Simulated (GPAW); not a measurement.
**PtSe: single point with PBEsol+U**

The system is PtSe.

```
Pt Se
1.0
     3.70187    0.00000    0.00000
    -1.85094    3.20591    0.00000
     0.00000    0.00000    3.61284
Pt Se
1 1
Direct
  0.00000 0.00000 0.00000
  0.66667 0.33333 0.50000
```

The cell comes from a database or a generator and needn't be the stable form of this composition.

| Quantity | Value |
| --- | --- |
| Program | GPAW 26.7.0 |
| Task | single point |
| Functional | PBEsol |
| Potentials or basis | PAW data sets generated in the run's folder for this functional |
| Cutoff | 600 eV |
| Basis | pw |
| k mesh | 6 × 6 × 5 |
| Occupations | gaussian, width 0.05 eV |
| Spin | collinear spin, ferromagnetic start |
| Starting moments | [0.5, 0.0] μB |
| Hubbard terms | Pt d U = 2 eV |

```
Pressure               : -16.5 GPa
Band gap on the k mesh : none (metal or under the smearing width)
Net moment             : 0.00 μB per cell
```

Stress tensor (GPa, compression positive):
```
-14.64   0.00   0.00
  0.00 -14.64   0.00
  0.00   0.00 -20.16
```

Levels at points of the mesh, in eV from the Fermi level:
Spin up:
| k point | band 7 | band 8 | band 9 | band 10 | band 11 | band 12 | band 13 | band 14 | band 15 | band 16 |
| --- | --- | --- | --- | --- | --- | --- | --- | --- | --- | --- |
| (0.00, 0.00, 0.00) | -3.55 | -1.94 | -1.94 | -1.74 | 0.33 | 0.74 | 0.74 | 7.57 | 8.09 | 8.09 |
| (0.50, 0.00, 0.00) | -3.25 | -2.46 | -2.10 | -1.42 | -1.13 | 1.41 | 3.06 | 6.35 | 8.91 | 9.26 |
| (0.50, 0.50, 0.00) | -3.25 | -2.46 | -2.10 | -1.42 | -1.13 | 1.41 | 3.06 | 6.35 | 8.91 | 9.26 |
Spin down:
```csv
k point,band 9,band 10,band 11,band 12,band 13,band 14
"(0.00, 0.00, 0.00)",-1.94,-1.74,0.33,0.74,0.74,7.57
"(0.50, 0.00, 0.00)",-2.10,-1.42,-1.13,1.41,3.06,6.35
"(0.50, 0.50, 0.00)",-2.10,-1.42,-1.13,1.41,3.06,6.35
```

It took 24 s on 1 thread of AMD EPYC 9R45 96-Core Processor (Zen 5), with other jobs on the host, peak memory 0.2 GiB.

The run has no spin-orbit coupling, so splittings on Pt are missing. The state reached can hang on the start; a lower one may exist.
